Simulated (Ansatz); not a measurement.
# BFH4O2Si, SMILES OB(O)[SiH2]F: a ladder of methods at one geometry

Program: Ansatz 0.2.0, Python API.

Script `bfh4o2si.py`:
```python
"""BFH4O2Si at several levels of theory."""

from pathlib import Path

import ansatz as az
from ase import Atoms
import numpy as np

params = {
    "basis_set": "cc-pVDZ",
}


def main() -> None:
    atoms = Atoms(["O", "B", "O", "Si", "F", "H", "H", "H", "H"], positions=[
        [-0.2969, 0.3485, 1.8376],
        [0.2781, 0.3355, 0.5075],
        [1.4931, 1.0632, 0.2465],
        [-0.464, -0.6861, -0.9176],
        [-0.9063, 0.3136, -2.2241],
        [-0.954, 1.1895, 1.7798],
        [2.2678, 0.4182, 0.494],
        [0.4371, -1.721, -1.3682],
        [-1.7665, -1.3076, -0.3726],
    ])
    system = az.Crystal.molecule_from_ase(atoms)

    calculation = system.calculation().basis(gaussian=params["basis_set"])

    print("functional    E (Ha)        dipole (D)   HOMO (eV)  LUMO (eV)")
    for name in ["lda", "pbe", "r2scan", "revpbe", "pbe0", "cam_b3lyp"]:
        summary = calculation.functional(name).forces().orbitals().run(threads=1, runs_dir="runs").report
        lines = Path(summary["orbitals_path"]).read_text().splitlines()
        field_of = lambda key: [line.split("=")[1].strip() for line in lines if line.startswith(key)]
        orbitals = [(27.211386 * float(e), s, float(n)) for e, s, n in zip(field_of("Ene="), field_of("Spin="), field_of("Occup="))]
        homo = max(e for e, _, n in orbitals if n > 0.5)
        lumo = min(e for e, _, n in orbitals if n < 0.5)
        dipole = 4.803205 * np.linalg.norm(summary["charge_distribution"]["dipole_moment_e_ang"])
        print(f"{name:10s} {summary['free_energy_ev'] / 27.211386246:14.6f} {dipole:9.3f} {homo:11.3f} {lumo:10.3f}")


if __name__ == "__main__":
    main()
```

```console
$ python bfh4o2si.py
functional    E (Ha)        dipole (D)   HOMO (eV)  LUMO (eV)
lda           -563.947954     1.780      -6.379     -3.083
pbe           -566.681076     1.733      -6.266     -2.873
r2scan        -566.970606     1.766      -6.627     -2.624
revpbe        -566.976381     1.720      -6.221     -2.781
pbe0          -566.715095     1.805      -7.807     -1.957
cam_b3lyp     -567.042576     1.773      -9.200     -0.736
```

Reading the output:
- The settings weren't tested for convergence.
- The geometry is a force-field or estimated start, not a minimum of this method, and the basis set is short of its limit. A lower total doesn't mark the better method: functionals have no common bound, and MP2 and coupled cluster aren't variational.
- Levels such as HOMO and LUMO are orbital energies: with these approximate functionals they aren't the ionisation energy and electron affinity, and their gap isn't the fundamental gap.
- For Al to Cl the sets with a tight d function, cc-pV(X+d)Z, are usual.
- It ran for 18 s on 1 thread of Arm Neoverse V2, with other jobs on the host, peak memory 0.28 GiB.
